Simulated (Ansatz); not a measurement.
# Al2Cu: the cost of one run

Method: DFT LDA, scalar-relativistic, plane waves, PAW, in Ansatz 0.2.0.

17 further runs of the same task are left out: 17 set aside as unsound or not needed. Runs told in other sessions of the task aren't counted.

## 1. Starting point

It takes space group Fm-3m (No. 225, cubic). Conventional cell: a = 5.670 Å, b = 5.670 Å, c = 5.670 Å, α = 90.00°, β = 90.00°, γ = 90.00°. Al (site symmetry -43m) has 4 Cu at 2.46 Å in its first shell of neighbours. Cu (site symmetry m-3m) is surrounded by 8 Al at 2.46 Å.

Structure file:

```
Al Cu
1.0
    -2.00467    2.00467    2.83511
     2.00467   -2.00467    2.83511
     2.00467    2.00467   -2.83511
Al Cu
2 1
Direct
  0.75000 0.25000 0.50000
  0.25000 0.75000 0.50000
  0.50000 0.50000 0.00000
```

It goes back to an entry of the Materials Project, which need not be the stable form.

It is the result of an earlier relaxation at this level (volume 15.19 Å³/atom; gap on the mesh: none (metal)).

## 2. Plan of the line

The energy is mapped over the lattice constants a and c of the conventional cell.

- lattice constant a (and b): 7 values from 5.273 to 6.067 Å
- lattice constant c: 7 values from 5.387 to 5.954 Å

Nothing else is relaxed (symmetry fixes all fractional coordinates). Energies count from the relaxed crystal. Points are written as (first, second).

## 3. The run at (5.802 Å, 5.387 Å)

Contents of input.yaml:

```yaml
crystal:
  lattice:
    - [-2.0514581936, 2.0514581936, 2.69335]
    - [2.0514581936, -2.0514581936, 2.69335]
    - [2.0514581936, 2.0514581936, -2.69335]
  atoms:
    - { symbol: Al, position: [0.75, 0.25, 0.5] }
    - { symbol: Al, position: [0.25, 0.75, 0.5] }
    - { symbol: Cu, position: [0.5, 0.5, 0.0] }
basis:
  ecutwfc: 520.0
kpoints:
  mp_grid: { grid: [14, 14, 14] }
hamiltonian:
  xc: lda
  pseudopotentials: { kind: paw, azcp: { folder: soft_1 } }
scf:
  occupations: { method: gaussian, width: 0.15 }
output:
  forces: true
  stress: true
  eigenvalues: true
```

Launch:

```
$ ansatz run input.yaml --threads 2 --pin off --max-ram 4096MiB --backend cpu --events-out ev --progress --plain --runs-dir out
```

What time and memory should one allow on 2 threads of Arm Neoverse N1, shared host?

About 14 s, with a peak of 0.46 GiB.
